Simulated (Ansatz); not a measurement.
# Ti3Al4Ni: the cost of one run

Method: DFT PBE, scalar-relativistic, plane waves, PAW, in Ansatz 0.2.0.

1 further run of the same task is left out (it didn't finish).

## (1) The starting structure

It takes space group P4/mmm (No. 123, tetragonal). The conventional cell has a = 2.837 Å, b = 2.837 Å, c = 15.102 Å, α = 90.00°, β = 90.00°, γ = 90.00°. Ti (site symmetry 4/mmm) has 4 Ti at 2.84 Å and 8 Al at 2.86 Å as nearest neighbours. Ti (site symmetry 4mm) is surrounded by 8 Al at 2.83 to 2.86 Å and 4 Ti at 2.84 Å. Around Al (site symmetry 4mm) lie 4 Al at 2.84 Å and 8 Ti at 2.86 Å. Al (site symmetry 4mm) has 4 Ni at 2.50 Å and 4 Ti at 2.83 Å and 5 Al at 2.84 to 2.97 Å as nearest neighbours. Around Ni (site symmetry 4/mmm) lie 8 Al at 2.50 Å and 4 Ni at 2.84 Å.

Coordinates:

```
CELL_PARAMETERS angstrom
2.83669 0.00000 0.00000
0.00000 2.83669 0.00000
0.00000 0.00000 15.10153
ATOMIC_POSITIONS crystal
Ti 0.00000 0.00000 0.00000
Ti 0.00000 0.00000 0.26926
Ti 0.00000 0.00000 0.73074
Al 0.50000 0.50000 0.13465
Al 0.50000 0.50000 0.40165
Al 0.50000 0.50000 0.59835
Al 0.50000 0.50000 0.86535
Ni 0.00000 0.00000 0.50000
```

The cell was relaxed beforehand at this level, from a generated guess; it is a trial structure. At a tolerance of 0.05 Å it has space group P4/mmm (No. 123); it has 15.19 Å³/atom, an uncorrected energy of -0.48 eV/atom over the elements.

## (2) Static run: bands, density of states and charges

input.yaml

```yaml
crystal:
  lattice:
    - [2.8366896334, 0.0, 0.0]
    - [0.0, 2.8366896334, 0.0]
    - [0.0, 0.0, 15.1015255955]
  atoms:
    - { symbol: Ti, position: [0.0, 0.0, 0.0] }
    - { symbol: Ti, position: [0.0, 0.0, 0.2692643838] }
    - { symbol: Ti, position: [0.0, 0.0, 0.7307356162] }
    - { symbol: Al, position: [0.5, 0.5, 0.1346545635] }
    - { symbol: Al, position: [0.5, 0.5, 0.4016476862] }
    - { symbol: Al, position: [0.5, 0.5, 0.5983523138] }
    - { symbol: Al, position: [0.5, 0.5, 0.8653454365] }
    - { symbol: Ni, position: [0.0, 0.0, 0.5] }
basis:
  ecutwfc: 420
kpoints:
  mp_grid: { grid: [14, 14, 4] }
  band_path:
    path:
      - [[0.0, 0.0, 0.0], [0.0, 0.5, 0.0], [0.5, 0.5, 0.0], [0.0, 0.0, 0.0], [0.0, 0.0, 0.5], [0.0, 0.5, 0.5], [0.5, 0.5, 0.5], [0.0, 0.0, 0.5]]
      - [[0.0, 0.5, 0.0], [0.0, 0.5, 0.5]]
      - [[0.5, 0.5, 0.0], [0.5, 0.5, 0.5]]
    npoints: 14
hamiltonian:
  xc: pbe
scf:
  occupations: { method: gaussian, width: 0.1 }
  n_extra_bands: 20
output:
  forces: true
  stress: true
  eigenvalues: true
  populations: true
  dos: { projected: true, de: 0.02, nscf_kmesh: { grid: [17, 17, 5] } }
  bader: true
  write_density: true
  write_potential: true
  elf: true
  volumetric_format: npy
```

On the command line:

```console
> ansatz run input.yaml --threads 1 --pin off --max-ram 2560MiB --backend cpu --events-out ev --progress --plain --runs-dir out
```

**Question.** How long does this run take on 1 thread of Arm Neoverse V2, shared host, and how much memory does it need?

About 2.5 min, with a peak of 0.84 GiB.
